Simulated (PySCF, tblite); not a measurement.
# C₃H₇BrGe: geometry, infrared bands, NMR shifts and spin-spin couplings

Aim: predict the infrared bands, NMR shifts and spin-spin couplings of C₃H₇BrGe (`C/C(Br)=[CH]\[GeH3]`).

The runs use tblite 0.8.0 and PySCF 2.14.0, with density-fitted response routines of our own; the level of theory stands in each step. All values are computed, except where a source is named. Atoms are numbered from 0 throughout.

**1. The starting structure**

12 atoms, charge 0, multiplicity 1; geometry from: force field or distance geometry start.

Bonds of the start (Å): C0–C1 1.48, C1–Br2 1.91, C1–C3 1.34, C3–Ge4 1.91, C0–H5 1.09, C0–H6 1.10, C0–H7 1.10, C3–H8 1.09, Ge4–H9 1.55, Ge4–H10 1.57, Ge4–H11 1.54.

**2. Geometry optimisation with GFN2-xTB**

What the job is given:

```
{"job": {"kind": "relax", "xc": "GFN2-xTB", "basis": "xTB"}, "charge": 0, "multiplicity": 1}
C     -1.276900    -0.861000     0.101300
C     -1.031600     0.582100    -0.091400
Br    -2.517100     1.771400    -0.250700
C      0.211400     1.069900    -0.139600
Ge     1.760400    -0.039300     0.036500
H     -0.799000    -1.282900     0.991500
H     -1.009500    -1.483100    -0.762200
H     -2.368800    -0.966200     0.212200
H      0.353900     2.146400    -0.269900
H      2.368700     0.025200     1.461200
H      2.885200     0.518600    -0.913500
H      1.424500    -1.481700    -0.401300
```

Run with:

```
$ OMP_NUM_THREADS=1 python probes_run.py task.json out
```

This one command runs all jobs of the session in turn.

**Question.** This job is followed by: GFN2-xTB harmonic vibrations, gas phase; GIAO PBE0/pcSseg-1 NMR shielding, non-relativistic, gas phase; B3LYP/pcJ-1 Br:pcSseg-1 Ge:pcSseg-1 indirect spin-spin coupling, non-relativistic, gas phase. Predict these results of the whole session: strongest single infrared mode (GFN2-xTB); zero-point energy (GFN2-xTB); ¹³C shifts against TMS (PBE0/pcSseg-1); ¹H shifts against TMS (PBE0/pcSseg-1, means over atoms taken as alike); ⁷⁹Br shifts against HBr (PBE0/pcSseg-1); ⁷³Ge shifts against GeMe4 (PBE0/pcSseg-1); surface potential, 1st and 99th percentile; largest coupling of the table (B3LYP/pcSseg-1+pcJ-1).

**Answer**, as computed:

```
                                                              quantity                    value
                             strongest single infrared mode (GFN2-xTB)     776 cm⁻¹, 519 km/mol
                                          zero-point energy (GFN2-xTB)            50.8 kcal/mol
                                ¹³C shifts against TMS (PBE0/pcSseg-1)   159.4, 126.7, 32.3 ppm
¹H shifts against TMS (PBE0/pcSseg-1, means over atoms taken as alike)     6.08, 3.86, 2.36 ppm
                               ⁷⁹Br shifts against HBr (PBE0/pcSseg-1)                  790 ppm
                             ⁷³Ge shifts against GeMe4 (PBE0/pcSseg-1)                 -262 ppm
                                 surface potential, 1st and 99th percentile       -0.61 V and 0.98 V
                  largest coupling of the table (B3LYP/pcSseg-1+pcJ-1)  ¹J(C,H) C3–H8, 166.3 Hz
```

**Reading.** Over 103 steps the energy fell by 0.287 eV; of the close pairs, Ge4–H10 changed most, 1.574 to 1.490 Å. All 30 modes are real, so the xTB geometry is a minimum. The strongest single mode, at 776 cm⁻¹, has its largest shares on H10, H11 and H9 (the list is cut at 3 atoms). GFN2-xTB is a fitted tight-binding method: band positions and strengths are rough. Its intensities can rank the bands wrongly. C1 stands next to heavy halogen, whose spin-orbit shielding this run leaves out, so the computed shift lies too far downfield, most of all for carbon beside Br or I. H8 (hydrogen on an alkene CH) lies farthest downfield among hydrogen, at 6.08 ppm; olefinic region. At PBE0/pcSseg-1: The widest tensor belongs to Br2: span 1621 ppm, with a paramagnetic part of -1290 ppm. By nearest atom (PBE0/pcSseg-1), the HOMO sits on Br2 41 %; C3 29 % and the LUMO on C1, C3 about 31 % each; H8 8 %. Of the pairs tabulated at B3LYP/pcSseg-1+pcJ-1, C3–H8 couples most strongly (166.3 Hz; Fermi contact 164.7 Hz). Spin-orbit coupling is left out, which matters for shieldings and couplings at and beside the heavy atoms.
